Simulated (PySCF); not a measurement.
**TiH2: relaxation and vibrations of the triplet**

Where does triplet TiH2 go from a linear start, is the end point a minimum, and what are its modes, charges and moments?

The runs use PySCF 2.14.0; PBE0, basis Ti def2-TZVP, H def2-TZVP, no relativity, density fitting.

### 1 Starting geometry

3 atoms, charge 0, spin multiplicity 3.

Bond lengths: Ti1–H2 1.680 Å, Ti1–H3 1.680 Å. Angles: H2–Ti1–H3 180.0°.

Z-matrix (Å, degrees; charge 0 multiplicity 3):
```
Ti
H  1 1.6800
H  1 1.6800 2 180.00
```

### 2 Relaxation: linear start, triplet

One driver script runs all steps and calls PySCF; scf.py shows how it sets up the SCF of each step. The optimiser is the driver's own. Before each start the driver seeks the lowest SCF state from one or more starting densities and follows internal instabilities, so scf.py alone need not reach the same state.

The program finds D∞h symmetry in the start, which this walk keeps. Threshold on the gradient: 0.0003 Eh/bohr, with a further test on the energy change.

Contents of scf.py:

```python
from pyscf import gto, scf, dft
mol = gto.M(atom='''
Ti     0.000000     0.000000     0.000000
H      0.000000     0.000000     1.680000
H      0.000000     0.000000    -1.680000''',
    basis={'Ti': 'def2-TZVP', 'H': 'def2-TZVP'},
    charge=0, spin=2)
mf = dft.UKS(mol, xc='PBE0')
mf.grids.atom_grid = (50, 194)
aux = {'Ti': 'def2-universal-JKFIT', 'H': 'def2-universal-JKFIT'}
mf = mf.density_fit(auxbasis=aux)
mf.kernel()
```

After this run come: Hessian and properties; Following the imaginary mode; Is it a minimum? Harmonic modes.

**Question.** What will these runs give? Wanted: minimum; geometry; wavenumbers; dipole moment; highest occupied, lowest empty level; polar-tensor charge of Ti1; zero-point energy; atomisation energy; ⟨S²⟩.

As calculated:

```
                                          quantity                             value
                                           minimum                      triplet, C2v
                                          geometry  Ti–H 1.757 Å (×2); H–Ti–H 122.2°
                                wavenumbers (cm⁻¹)    570 (a1), 1588 (b2), 1598 (a1)
                                     dipole moment                            3.32 D
highest occupied, lowest empty level (either spin)                   -5.57, -1.81 eV
                        polar-tensor charge of Ti1                           +0.87 e
                                 zero-point energy                       22.5 kJ/mol
                               entropy at 298.15 K                   227.1 J/(mol K)
         atomisation energy (no zero-point energy)                        513 kJ/mol
                                              ⟨S²⟩                             2.019
```

**Reading.** The linear start (D∞h) ends in a minimum of C2v symmetry, after a first stop at a second-order saddle point 41.1 kJ/mol higher, from which it was pushed off along an imaginary mode. In the infrared the band at 1588 cm⁻¹ (b2, stretch) leads. Most of the spin sits on Ti1 (Mulliken spin 2.19, against 2 for the whole molecule). Other starts or spin states, not run here, may lie lower. One determinant may miss the lowest occupation of an open d or f shell.
